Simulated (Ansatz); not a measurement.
The system is NbTe.

```
Te Nb
1.0
     3.70297    0.00000    0.00000
    -1.85149    3.20687    0.00000
     0.00000    0.00000    3.69421
Te Nb
1 1
Direct
  0.66667 0.33333 0.00000
  0.00000 0.00000 0.50000
```

The cell comes from a database or a generator and needn't be the stable form of this composition.

Base run:

| Item | Value |
| --- | --- |
| Program | Ansatz 0.2.0 |
| Functional | PBEsol |
| Potentials or basis | all-electron LAPW, non-relativistic |
| Cutoff | 234 eV (chosen from the basis error) |
| Basis error allowed | 0.001 eV/atom |
| k mesh | 8 × 8 × 7 |
| Occupations | fermi-dirac, width 0.05 eV |
| Spin | no spin polarisation |

Its results: pressure -4.3 GPa.

The run is repeated on the same cell with these changes: potentials or basis from all-electron LAPW, non-relativistic to all-electron PAW datasets made for the crystal. What comes out?

Pressure -5.2 GPa.

Caveats: relativity is left out, which matters for the heavier elements (some runs).

The runs don't all hold the same shells in valence.
